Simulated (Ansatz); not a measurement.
**GaH2O radical (SMILES [O][GaH2]): single points off equilibrium**

The task here is to estimate one member of a computed series from the others.

The runs use Ansatz 0.2.0, Gaussian basis; single points in def2-TZVPP.

Cores are frozen in the correlated methods. Filled d shells of the heavier atoms are correlated. Orbitals are unrestricted. B3LYP uses VWN-RPA correlation.

### The system as given

SMILES `[O][GaH2]`, 4 atoms, charge 0, spin multiplicity 2.

Atoms are counted from 1 here; the program's logs count them from 0.

Bond lengths: O1–Ga2 1.606 Å, Ga2–H3 1.569 Å, Ga2–H4 1.495 Å. Angles: O1–Ga2–H3 82.8°, O1–Ga2–H4 154.9°, H3–Ga2–H4 122.2°.

Coordinates:

```
O    -1.01280   -0.50070    0.91150
Ga    0.27100    0.05030    0.11880
H    -0.65830   -0.15220   -1.12950
H     1.68420    0.52020   -0.00770
```

Set-up of the first run:

Input file run/in.yaml:

```yaml
crystal:
  periodic: [false, false, false]
  atoms:
    - {symbol: O, position_ang: [-1.012800, -0.500700, 0.911500]}
    - {symbol: Ga, position_ang: [0.271000, 0.050300, 0.118800]}
    - {symbol: H, position_ang: [-0.658300, -0.152200, -1.129500]}
    - {symbol: H, position_ang: [1.684200, 0.520200, -0.007700]}
basis:
  gaussian: {orbitals: def2-TZVPP}
magnetization: {spin_polarized: true, initial_magnetization: 1}
correlation: {method: ccsd_t}
scf: {omitted_lower_state_checks: [cluster_reference]}
output: {forces: true}
```

The command line of these runs was not kept.

Among the steps run: CCSD(T)/def2-TZVPP; PBE0-D4/def2-TZVPP; wB97M-V/def2-TZVPP; r2SCAN-D4/def2-TZVPP; PBE-D4/def2-TZVPP; LC-wPBE/def2-TZVPP; B3LYP-D4/def2-TZVPP.

One table of the session follows, with a row left open; its other results are not shown here.

```
   method  RMS force component (eV/Å)  angle to CCSD(T) forces (°)  dipole (D)
  CCSD(T)                       2.272                    reference        2.53
  PBE0-D4                       2.096                          1.3        2.64
  wB97M-V                       2.199                          0.8        2.65
r2SCAN-D4                       2.002                          1.8        2.62
   PBE-D4                       2.060                          5.6        2.63
  LC-wPBE                           ?                            ?           ?
 B3LYP-D4                       2.179                          1.9        2.67
```

Estimate the missing values for LC-wPBE.

As computed: RMS force component (eV/Å): 2.054; angle to CCSD(T) forces (°): 2.5; dipole (D): 2.65. In the column «RMS force component (eV/Å)» it lies between r2SCAN-D4 (2.002) and PBE-D4 (2.060).
